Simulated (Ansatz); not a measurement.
# BaMn2Sb2: the cost of one run

All numbers are computed with the Python package of Ansatz 0.2.0. Level of theory: DFT PBEsol, plane waves, PAW.

**1. Starting point**

It takes space group I4/mmm (No. 139, tetragonal). Conventional cell: a = 4.530 Å, b = 4.530 Å, c = 12.944 Å, α = 90.00°, β = 90.00°, γ = 90.00°. Ba (site symmetry 4/mmm) has 8 Sb at 3.66 Å and 8 Mn at 3.95 Å as nearest neighbours. Around Mn (site symmetry -4m2) lie 4 Sb at 2.70 Å. Around Sb (site symmetry 4mm) lie 4 Mn at 2.70 Å.

No structure file is read: the coordinates are typed or built in the script.

**2. The script**

Contents of pdos_bamn2sb2.py:

```python
import sys

import ansatz as az
from ase import Atoms
import numpy as np


def main() -> None:
    atoms = Atoms(
        ["Ba", "Mn", "Mn", "Sb", "Sb"],
        scaled_positions=[
            (0.0, 0.0, 0.0),
            (0.75, 0.25, 0.5),
            (0.25, 0.75, 0.5),
            (0.63623, 0.63623, 0.0),
            (0.36377, 0.36377, 0.0),
        ],
        cell=[
            (-2.26515, 2.26515, 6.47191),
            (2.26515, -2.26515, 6.47191),
            (2.26515, 2.26515, -6.47191),
        ],
        pbc=True,
    )
    atoms.set_initial_magnetic_moments([0.0, 4, 4, 0.0, 0.0])
    bamn2sb2 = az.Crystal.from_ase(atoms)

    calculation = bamn2sb2.calculation()
    calculation = calculation.functional("pbesol")
    calculation = calculation.basis(35 * az.Ry)
    calculation = calculation.kpoints(8, 8, 8, center="gamma")
    calculation = calculation.occupations(az.OccupationsMethod.FERMI_DIRAC, width=0.1)
    calculation = calculation.spin("collinear")
    calculation = calculation.scf(tolerance=1e-07)
    calculation = calculation.scf(extra_bands=16)
    calculation = calculation.density_of_states(projected=True, energy_step=0.05)
    try:
        out = calculation.run()
    except az.NonConvergedError as error:
        sys.exit(f"no convergence: {error}")
    except az.RefusalError as error:
        sys.exit(f"input refused: {error}")
    r = out.report

    dos = out.density_of_states()
    energy = np.asarray(dos.energies_ev) - dos.fermi_ev
    curves = {}
    for site in out.projected_density_of_states().sites:
        for shell in site.shells:
            weight = sum(np.sum(curve.g_bin_mean_per_ev, axis=0) for curve in shell.curves)
            name = f"{site.species} {shell.label}"
            curves[name] = curves.get(name, 0) + weight

    print("E-EF   " + " ".join(f"{name:>8s}" for name in curves))
    for e in np.arange(-10, 4 + 0.1, 1.0):
        print(f"{e:5.1f}  " + " ".join(f"{np.interp(e, energy, g):8.3f}" for g in curves.values()))


if __name__ == "__main__":
    main()
```

**3. What the engine is handed**

The engine receives this input:

```yaml
crystal:
  lattice:
    - [-2.26515, 2.26515, 6.47191]
    - [2.26515, -2.26515, 6.47191]
    - [2.26515, 2.26515, -6.47191]
  atoms:
    - { symbol: Ba, position: [0.0, 0.0, 0.0], spin: 0.0 }
    - { symbol: Mn, position: [0.75, 0.25, 0.5], spin: 4.0 }
    - { symbol: Mn, position: [0.25, 0.75, 0.5], spin: 4.0 }
    - { symbol: Sb, position: [0.63623, 0.63623, 0.0], spin: 0.0 }
    - { symbol: Sb, position: [0.36377, 0.36377, 0.0], spin: 0.0 }
basis:
  ecutwfc: 476.19925930478996
kpoints:
  mp_grid:
    grid: [8, 8, 8]
    shift: [0.0, 0.0, 0.0]
hamiltonian:
  xc: pbesol
magnetization:
  spin_polarized: true
scf:
  n_extra_bands: 16
  convergence:
    dr2_threshold: 1.0e-07
  occupations:
    method: fermi_dirac
    width: 0.1
output:
  dos:
    de: 0.05
    projected: true
```

**4. Launch**

Launch:

```console
$ python pdos_bamn2sb2.py
```

Q: Estimate wall time and peak memory on 1 thread of Arm Neoverse V2, shared host.

About 72 s, with a peak of 0.98 GiB.
